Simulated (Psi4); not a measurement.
# Li2PF3 (SMILES FP(F)F.[Li][Li]): SSAPT0/jun-cc-pVTZ (density fitting, density fitting for correlation, fragments set)

Wanted: the interaction energy of Li2PF3. The job is set up through a Python script.

The calculation is run with Psi4 1.11.

1 further run of the same task is left out (set aside as unsound or not needed).

### 1 The molecule

The species is Li2PF3 (6 atoms), meant as a singlet with charge 0. SMILES: `FP(F)F.[Li][Li]`.

Bond lengths: F1–P2 1.572 Å, P2–F3 1.572 Å, P2–F4 1.572 Å, Li5–Li6 2.673 Å. Angles: F1–P2–F3 97.6°, F1–P2–F4 97.6°, F3–P2–F4 97.6°.

### 2 The interaction energy at SSAPT0/jun-cc-pVTZ (density fitting, density fitting for correlation, fragments set)

File job.py:

```python
import psi4

psi4.set_memory('1600 MB')
psi4.set_num_threads(1)
psi4.core.set_output_file('output.dat', False)

geom = psi4.geometry("""
0 1
F      0.834400    -0.663220     0.874530
P     -0.297500     0.314580     0.392320
F     -1.061900    -0.696520    -0.536880
F      0.525000     1.045180    -0.729980
--
0 1
Li     2.362500    -1.153250    -2.533170
Li     0.113860    -2.448340    -1.892270
units angstrom
symmetry c1
no_reorient
no_com
""")

psi4.set_options(dict(basis='jun-cc-pVTZ', scf_type='df', freeze_core='true'))

E, wfn = psi4.energy("ssapt0", return_wfn=True)
print(f'ssapt0 energy: {E:.10f} Eh')
for k, v in sorted(psi4.core.scalar_variables().items()):
    print(f'{k:45s} {v:18.10f}')
```

Run with:

```console
python job.py
```

What values should one expect? Wanted: interaction energy.

**Answer.** As computed:

Level: SSAPT0/jun-cc-pVTZ (density fitting, density fitting for correlation, fragments set).

```
          quantity         value
interaction energy  55.50 kJ/mol
```
